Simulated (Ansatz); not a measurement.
A nudged elastic band was laid between two geometries of a periodic cell of 17 atoms, CuSi₁₆ (host Si, host structure diamond, interstitial Cu), cell charge +1.

The calculation used Ansatz, DFT PBE, scalar-relativistic, plane waves, PAW. Settings: PAW set soft_1, cutoff 420 eV, k mesh 2x2x2, gaussian smearing 0.05 eV, no spin polarisation.

```json
{"movable images": "2", "climbing image": "yes", "spring": "5.0 eV/Å²", "optimiser": "quadratic models (default)", "start path": "default", "force threshold": "0.05 eV/Å", "iteration limit": "50", "end points": "relaxed"}
```

First end point:

```xyz
17
Lattice="0.0000 5.4300 5.4300 5.4300 0.0000 5.4300 5.4300 5.4300 0.0000" Properties=species:S:1:pos:R:3
Si -0.069 -0.042 0.049
Si 1.349 1.306 1.364
Si 2.754 2.717 -0.043
Si 4.038 4.014 1.418
Si 2.664 -0.046 2.779
Si 4.024 1.307 4.116
Si 5.376 2.658 2.764
Si 6.723 4.011 4.102
Si 0.127 2.851 2.596
Si 1.360 4.078 4.137
Si 2.758 5.475 2.722
Si 4.211 6.931 3.934
Si 2.673 2.648 5.474
Si 4.014 4.071 6.789
Si 5.426 5.472 5.386
Si 6.731 6.754 6.844
Cu 2.868 5.600 5.293
```

Last end point:

```xyz
17
Lattice="0.0000 5.4300 5.4300 5.4300 0.0000 5.4300 5.4300 5.4300 0.0000" Properties=species:S:1:pos:R:3
Si -0.044 -0.047 -0.048
Si 1.309 1.305 1.303
Si 2.658 2.656 -0.036
Si 4.027 4.029 1.289
Si 2.657 -0.035 2.655
Si 4.026 1.290 4.029
Si 5.368 2.717 2.716
Si 6.783 4.116 4.115
Si -0.029 2.654 2.654
Si 1.295 4.026 4.027
Si 2.713 5.374 2.710
Si 4.116 6.784 4.112
Si 2.712 2.709 5.376
Si 4.116 4.112 6.785
Si 5.568 5.569 5.569
Si 6.908 6.915 6.917
Cu 4.212 4.226 4.230
```

**Question.** Which bonds break or form, and what moves?

**Answer.** Contacts lost: Si2–Cu17, Si3–Cu17. Contacts made: Si7–Cu17, Si8–Cu17, Si13–Cu17. The atom that moves furthest is Cu17, by 2.20 Å; four of its nearest neighbours are Si12 2.33, Si2 2.42, Si14 2.43, Si10 2.43 Å at the first end and Si15 2.33, Si13 2.42, Si11 2.42, Si7 2.43 Å at the last.

**Question.** What energy profile does the band end with?

**Answer.** It converged. The highest image is number 2 of 0 to 3, 0.042 eV above the ends, which have the same energy within 2 meV. A structure lower than the first end lies on the path between it and the top, so the climb from that side starts below the end, which may itself be a saddle point or a shallow side well. The order of the stationary point at the top wasn't checked. So few images can step over the top or miss a turn of the path. Limits of this set-up: a small cell, in which the defect meets its images, charged cell in a uniform background, uncorrected.

| image | path coordinate (Å) | energy (eV) | Si2–Cu17 (Å) | Si3–Cu17 (Å) | Si7–Cu17 (Å) |
| --- | --- | --- | --- | --- | --- |
| 0 | 0.00 | 0.000 | 2.42 | 2.55 | 4.57 |
| 1 | 0.67 | -0.005 | 2.67 | 3.03 | 4.05 |
| 2 | 1.34 | 0.042 | 3.30 | 3.51 | 3.30 |
| 3 | 2.54 | 0.000 | 4.58 | 4.32 | 2.43 |

**Question.** What is the geometry of the highest image?

**Answer.** 
```xyz
17
Lattice="0.0000 5.4300 5.4300 5.4300 0.0000 5.4300 5.4300 5.4300 0.0000" Properties=species:S:1:pos:R:3
Si 0.009 -0.050 -0.065
Si 1.508 1.211 1.229
Si 2.769 2.709 -0.066
Si 4.039 4.110 1.316
Si 2.777 -0.059 2.732
Si 4.048 1.342 4.114
Si 5.308 2.840 2.820
Si 6.806 4.101 4.114
Si 0.141 2.579 2.535
Si 1.287 3.980 4.013
Si 2.683 5.465 2.639
Si 4.169 6.861 4.012
Si 2.648 2.620 5.466
Si 4.133 4.016 6.838
Si 5.529 5.501 5.466
Si 6.676 6.903 6.943
Cu 3.409 4.740 4.738
```

The band took 9 iterations and of the order of 2.7 core-minutes.

Time of the run: 2.7 min on 1 thread of Arm Neoverse V1 (shared host), peak memory 0.72 GiB.
